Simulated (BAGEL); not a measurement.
**GeNH2F (SMILES [NH2][Ge][F]) at HF/cc-pVDZ (density fitting with qzvpp-jkfit)**

Aim: the vertical ionisation energy of GeNH2F at HF/cc-pVDZ (density fitting with qzvpp-jkfit), from 2 runs. 

The calculation is run with BAGEL 1.2.2.

**1. The molecule**

GeNH2F: 5 atoms, total charge 0, spin state singlet. SMILES: `[NH2][Ge][F]`. The shape is that of a PBE0-D4/def2-TZVP optimisation. This is one conformer, not always the lowest.

Bond lengths: N1–Ge2 1.811 Å, Ge2–F3 1.768 Å, N1–H4 1.008 Å, N1–H5 1.010 Å. Angles: N1–Ge2–F3 94.5°, Ge2–N1–H4 124.0°, Ge2–N1–H5 122.7°, H4–N1–H5 113.3°.

**2. A single-point energy at HF/cc-pVDZ (density fitting with qzvpp-jkfit)**

input.json

```json
{ "bagel" : [

{
  "title" : "molecule",
  "basis" : "cc-pvdz.json",
  "df_basis" : "qzvpp-jkfit",
  "angstrom" : true,
  "geometry" : [
    { "atom" : "N", "xyz" : [   -0.477700,    0.347600,   -0.204700 ] },
    { "atom" : "Ge", "xyz" : [    0.434100,   -0.305200,    1.217200 ] },
    { "atom" : "F", "xyz" : [    1.598300,   -1.203900,    0.235500 ] },
    { "atom" : "H", "xyz" : [   -1.280100,    0.952600,   -0.130600 ] },
    { "atom" : "H", "xyz" : [   -0.224500,    0.135300,   -1.158700 ] }
  ]
},
{ "title" : "hf" },
{ "title" : "print", "file" : "orbitals.molden", "orbitals" : true }

]}
```

The basis set cc-pVDZ is read from a file made from the Basis Set Exchange's data (not shown).

The run is started by

```bash
$ BAGEL_NUM_THREADS=1 BAGEL input.json > input.out
```

Output:

```text
* using 1 threads per process

  ===============================================================
  ===============================================================

  *** Geometry ***

  { "atom" : "N", "xyz" : [     -0.902722,      0.656869,     -0.386827 ] },
  { "atom" : "Ge", "xyz" : [      0.820330,     -0.576744,      2.300175 ] },
  { "atom" : "F", "xyz" : [      3.020349,     -2.275041,      0.445031 ] },
  { "atom" : "H", "xyz" : [     -2.419038,      1.800153,     -0.246798 ] },
  { "atom" : "H", "xyz" : [     -0.424244,      0.255680,     -2.189626 ] },

  Number of auxiliary basis functions:      456

  Since a DF basis is specified, we compute 2- and 3-index integrals:
    o Being stored without compression. Storage requirement is 0.015 GB

  Number of basis functions:       65
  Number of electrons      :       50

    * METHOD: MOLECULE                             0.19

  *** RHF ***

  === Nuclear Repulsion ===
   188.5837836184

      * DIIS with orbital gradients will be used.

  === RHF iteration (cc-pvdz.json) ===
      0      -2230.14173823          0.02402237           0.05
      1      -2230.30885760          0.01885484           0.04
      2      -2230.44244773          0.00167359           0.04
      3      -2230.44419011          0.00026320           0.04
      4      -2230.44425442          0.00011162           0.04
      5      -2230.44426294          0.00004273           0.04
      6      -2230.44426457          0.00001231           0.04
      7      -2230.44426472          0.00000363           0.04
      8      -2230.44426473          0.00000142           0.04
      9      -2230.44426473          0.00000074           0.04
     10      -2230.44426473          0.00000017           0.04
     11      -2230.44426473          0.00000010           0.04
     12      -2230.44426473          0.00000003           0.04
     13      -2230.44426473          0.00000001           0.04
    * SCF iteration converged.

    * Permanent dipole moment:
           (    0.871365,    -0.656267,    -0.028025) a.u.

    * METHOD: HF                                   0.77

    * METHOD: PRINT                                0.01

  ===============================================================
```

Run time: 1.1 s. Hardware: 1 thread of Arm Neoverse V1, shared host; peak memory 0.093 GiB.

**3. The doublet cation**

input.json

```json
{ "bagel": [

{
  "title": "molecule",
  "basis": "cc-pvdz.json",
  "df_basis": "qzvpp-jkfit",
  "angstrom": true,
  "geometry": [
    { "atom": "N", "xyz": [      -0.477700,       0.347600,      -0.204700 ] },
    { "atom": "Ge", "xyz": [       0.434100,      -0.305200,       1.217200 ] },
    { "atom": "F", "xyz": [       1.598300,      -1.203900,       0.235500 ] },
    { "atom": "H", "xyz": [      -1.280100,       0.952600,      -0.130600 ] },
    { "atom": "H", "xyz": [      -0.224500,       0.135300,      -1.158700 ] }
  ]
},

{ "title": "uhf", "charge": 1, "nopen": 1 },

{ "title": "print", "file": "orbitals.molden", "orbitals": true }

]}
```

The basis set cc-pVDZ is read from a file made from the Basis Set Exchange's data (not shown).

The run is started by

```bash
$ BAGEL_NUM_THREADS=1 BAGEL input.json > input.out
```

Output:

```text
* using 1 threads per process

  ===============================================================
  ===============================================================

  *** Geometry ***

  { "atom" : "N", "xyz" : [     -0.902722,      0.656869,     -0.386827 ] },
  { "atom" : "Ge", "xyz" : [      0.820330,     -0.576744,      2.300175 ] },
  { "atom" : "F", "xyz" : [      3.020349,     -2.275041,      0.445031 ] },
  { "atom" : "H", "xyz" : [     -2.419038,      1.800153,     -0.246798 ] },
  { "atom" : "H", "xyz" : [     -0.424244,      0.255680,     -2.189626 ] },

  Number of auxiliary basis functions:      456

  Since a DF basis is specified, we compute 2- and 3-index integrals:
    o Being stored without compression. Storage requirement is 0.015 GB

  Number of basis functions:       65
  Number of electrons      :       50

    * METHOD: MOLECULE                             0.19

  *** Open-shell HF ***

  === Nuclear Repulsion ===
   188.5837836184

      * DIIS with orbital gradients will be used.

  === UHF iteration (cc-pvdz.json) ===
      0      -2229.79365850          0.04568252           0.09
      1      -2229.94373009          0.03945306           0.09
      2      -2230.02435304          0.02519256           0.08
      3      -2230.09847709          0.00162226           0.09
      4      -2230.09929235          0.00041606           0.09
      5      -2230.09940167          0.00017988           0.09
      6      -2230.09942994          0.00009308           0.09
      7      -2230.09944058          0.00007210           0.09
      8      -2230.09944770          0.00003736           0.08
      9      -2230.09945181          0.00001728           0.08
     10      -2230.09945265          0.00000776           0.08
     11      -2230.09945281          0.00000340           0.09
     12      -2230.09945286          0.00000113           0.09
     13      -2230.09945289          0.00000071           0.09
     14      -2230.09945291          0.00000052           0.09
     15      -2230.09945292          0.00000050           0.09
     16      -2230.09945292          0.00000049           0.09
     17      -2230.09945292          0.00000046           0.09
     18      -2230.09945293          0.00000041           0.09
     19      -2230.09945293          0.00000031           0.08
     20      -2230.09945293          0.00000024           0.09
     21      -2230.09945293          0.00000014           0.08
     22      -2230.09945293          0.00000007           0.08
     23      -2230.09945293          0.00000004           0.08
     24      -2230.09945293          0.00000002           0.08
     25      -2230.09945293          0.00000002           0.08
     26      -2230.09945293          0.00000001           0.08
    * SCF iteration converged.

    * S^2 (UHF) is 0.7642

    * Permanent dipole moment:
           (    1.150049,    -0.884646,    -0.836009) a.u.

    * METHOD: UHF                                  2.46

    * METHOD: PRINT                                0.01

  ===============================================================
```

It took 2.8 s on 1 thread of Arm Neoverse V1, shared host; peak memory 0.093 GiB.

**4. Summary of results**

At HF/cc-pVDZ (density fitting with qzvpp-jkfit):

```
                                          quantity           value
                      singlet GeNH2F: total energy  -2230.44426 Eh
                     singlet GeNH2F: dipole moment          2.77 D
                       singlet GeNH2F: HOMO energy       -10.25 eV
                       singlet GeNH2F: LUMO energy         1.71 eV
                     singlet GeNH2F: HOMO–LUMO gap        11.95 eV
                      doublet cation: total energy  -2230.09945 Eh
                              doublet cation: ⟨S²⟩           0.764
vertical ionisation energy (to the doublet cation)        9.383 eV
```

What this shows: The vertical ionisation energy comes to 9.38 eV (905 kJ/mol). The negative HOMO energy of the first species, 10.25 eV, lies 0.86 eV above that difference.
